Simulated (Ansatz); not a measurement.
**CH₆AlNSi: up Jacob's ladder to CCSD(T)**

One table from this session's results is given with a row withheld; the runs are named, their logs left out.

Computed with Ansatz 0.2.0, Gaussian basis. Level: functionals in def2-TZVPP, the program's frozen cores in correlated methods.

Levels to be run: PBE-D4, r2SCAN-D4, PBE0-D4, B3LYP-D4, ωB97X-V, ωB97M-V, B2PLYP; CCSD(T)/def2-TZVPP; CCSD(T)/def2-QZVPP; extrapolation to the limit.

### The relaxed structure

All runs share one geometry, relaxed beforehand with PBE0-D4 in a triple-zeta def2 set.

SMILES `[AlH2]/[N]=C\[SiH3]`, 10 atoms, charge 0, spin multiplicity 1.

Atoms are counted from 1 here; the program's logs count them from 0.

Bond lengths: Al1–N2 1.750 Å, Al1–H5 1.579 Å, Al1–H6 1.579 Å, N2–C3 1.249 Å, C3–Si4 1.903 Å, C3–H7 1.107 Å, Si4–H8 1.488 Å, Si4–H9 1.483 Å, Si4–H10 1.488 Å. Angles: N2–Al1–H5 116.9°, N2–Al1–H6 116.9°, H5–Al1–H6 126.1°, Al1–N2–C3 177.1°, N2–C3–Si4 123.0°, N2–C3–H7 119.8°, Si4–C3–H7 117.2°, C3–Si4–H8 109.4°, C3–Si4–H9 108.7°, C3–Si4–H10 109.4°, H8–Si4–H9 110.6°, H8–Si4–H10 108.0°, H9–Si4–H10 110.6°.

Set-up of the first run:

Contents of in.yaml:

```yaml
crystal:
  periodic: [false, false, false]
  atoms:
    - {symbol: Al, position_ang: [-0.477304, 2.411253, 0.040418]}
    - {symbol: N, position_ang: [0.225461, 0.840406, 0.360437]}
    - {symbol: C, position_ang: [0.685601, -0.305563, 0.546520]}
    - {symbol: Si, position_ang: [0.013629, -1.848691, -0.341549]}
    - {symbol: H, position_ang: [0.162288, 3.255915, -1.130752]}
    - {symbol: H, position_ang: [-1.681775, 2.857000, 0.959504]}
    - {symbol: H, position_ang: [1.523005, -0.453983, 1.255845]}
    - {symbol: H, position_ang: [-0.467100, -2.830707, 0.668266]}
    - {symbol: H, position_ang: [-1.093175, -1.437442, -1.238962]}
    - {symbol: H, position_ang: [1.109360, -2.488178, -1.119726]}
basis:
  gaussian: {orbitals: def2-TZVPP}
hamiltonian: {xc: pbe, dispersion: d4}
output: {forces: true, orbitals: {seedname: orbitals}}
```

Launch:

```bash
$ ansatz run in.yaml --threads 2 --pin off --events-out ev --progress --plain --max-ram 32768MiB --backend cpu
```

Steps of the session up to this table: PBE-D4 (GGA); r2SCAN-D4 (meta-GGA); PBE0-D4 (hybrid); B3LYP-D4 (hybrid); ωB97X-V (range-separated); ωB97M-V (range-separated); B2PLYP (double hybrid); CCSD(T) in def2-TZVPP; CCSD(T) in def2-QZVPP.

One table of the session follows, with a row left open; its other results are not shown here.

```
            method  atomisation energy (kJ/mol)
            PBE-D4                       3234.0
         r2SCAN-D4                       3205.3
           PBE0-D4                       3180.9
          B3LYP-D4                       3225.3
           ωB97X-V                       3230.7
           ωB97M-V                       3219.2
            B2PLYP                       3177.1
     HF/def2-TZVPP                            ?
    MP2/def2-TZVPP                       3131.2
   CCSD/def2-TZVPP                       3070.3
CCSD(T)/def2-TZVPP                       3116.3
           MP2/CBS                       3222.6
       CCSD(T)/CBS                       3206.2
```

Estimate the missing values for HF/def2-TZVPP.

The run gave: atomisation energy (kJ/mol): 2313.7. In the column «atomisation energy (kJ/mol)» it is the lowest.
